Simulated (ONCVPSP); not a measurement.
# Hf: generating and testing an ONCV potential

Aim: build the potential from the settings below, then test how well it stands in for the atom: other configurations, scattering, ghost states and the plane-wave cutoff that it needs.

Program: ONCVPSP 4.0.1. Reference atom: PBE, scalar-relativistic, spherical and spin-unpolarised. All values are calculated.

### 1 The design

Typed settings, in words:

```
element                 : hafnium (Hf, Z = 72)
type                    : optimised norm-conserving Vanderbilt (ONCV)
frozen core             : [Kr] 4d10 4f14 5s2
valence charge          : 10
reference configuration : 5p6 5d2 6s1.5 (charge +0.5)
partial waves           : 6s: rc 2.85 bohr, ncon 3, nbas 7, qcut 2.4 1/bohr, 2 projectors, debl 0.4 Ha; 5p: rc 2.15 bohr, ncon 3, nbas 7, qcut 7.3 1/bohr, 2 projectors, debl 3 Ha; 5d: rc 2.15 bohr, ncon 4, nbas 9, qcut 7.3 1/bohr, local
local potential         : the d channel
core correction         : Teter function, fcfact 1.5, rcfact 1.65
```

An earlier all-electron run gives the scale for the radii.

All-electron outer shells of the reference configuration (PBE, scalar-relativistic, ld1.x):

```tsv
shell	level (eV)	outermost node (bohr)	outermost maximum (bohr)
5p	-38.88	0.60	1.16
4f	-20.13	–	0.45
6s	-7.95	1.36	2.85
5d	-5.81	0.67	1.69
6p	-3.77	1.65	3.80
```

### 2 Generation

Hf.dat

```
# ATOM AND REFERENCE CONFIGURATION
# atsym  z   nc   nv     iexc    psfile
  Hf 72.00   11    3        4      upf
#
#   n    l    f
    1    0    2.00
    2    0    2.00
    2    1    6.00
    3    0    2.00
    3    1    6.00
    3    2   10.00
    4    0    2.00
    4    1    6.00
    4    2   10.00
    4    3   14.00
    5    0    2.00
    5    1    6.00
    5    2    2.00
    6    0    1.50
#
# PSEUDOPOTENTIAL AND OPTIMIZATION
# lmax
    2
#
#   l,   rc,      ep,       ncon, nbas, qcut
    0    2.85    0.00    3    7    2.40
    1    2.15    0.00    3    7    7.30
    2    2.15    0.00    4    9    7.30
#
# LOCAL POTENTIAL
# lloc, lpopt,  rc(5),   dvloc0
    2    5    2.15    0.00
#
# VANDERBILT-KLEINMAN-BYLANDER PROJECTORs
# l, nproj, debl
    0    2    0.40
    1    2    3.00
    2    0    1.30
#
# MODEL CORE CHARGE
# icmod, fcfact, rcfact
    3    1.50    1.65
#
# LOG DERIVATIVE ANALYSIS
# epsh1, epsh2, depsh
   -3.00    5.00    0.02
#
# OUTPUT GRID
# rlmax, drl
    6.00    0.01
#
# TEST CONFIGURATIONS
# ncnf
    4
# nvcnf
#   n    l    f
    3
    5    1    6.00
    5    2    2.00
    6    0    2.00
#
    3
    5    1    6.00
    5    2    2.00
    6    0    1.00
#
    3
    5    1    6.00
    5    2    2.00
    6    0    0.00
#
    4
    5    1    6.00
    5    2    1.00
    6    0    2.00
    6    1    1.00
#
```

Run with:

```console
$ oncvpsp.x < Hf.dat > Hf.out
```

What does the calculation give? Wanted: cutoffs for 1 and 0.1 mHa per electron, occupied waves; bound ghosts; GHOST(+) flags; largest test error; largest phase difference near zero energy, channels read; rms error of d²Exc/dn², without and with the model core.

**Answer**, as computed:

| quantity | value |
| --- | --- |
| cutoffs for 1 and 0.1 mHa per electron, occupied waves | 13 Ha and 16 Ha |
| bound ghosts | s at -28.85 eV |
| GHOST(+) flags | none at low energy |
| largest test error (AE − PS) | -23 meV, for 5p6 5d2 6s0 |
| largest phase difference near zero energy, channels read | 0.003 rad |
| rms error of d²Exc/dn², without and with the model core | 5.29 and 1.72 mHa |

A bound ghost (s) makes it unfit for use: electrons can fall into a state that the atom doesn't have. The worst unpolarised test, 5p6 5d2 6s0, is off by 23 meV on 18.9 eV; by total energies transferability rates as good. Atomic tests can pass in spite of a ghost, since they solve only for the levels asked. It counts as soft on the atom at that tolerance, with 13 Ha needed at the looser tolerance. At the looser tolerance the 5d wave is the slowest; 5p needs 10 Ha. Near zero energy the phases of the channels with partial waves agree within 0.003 rad. Note that the frozen 4f shell (-20 eV) lies higher than the valence 5p shell (-39 eV). These are tests on the free atom; a crystal test is still owed.
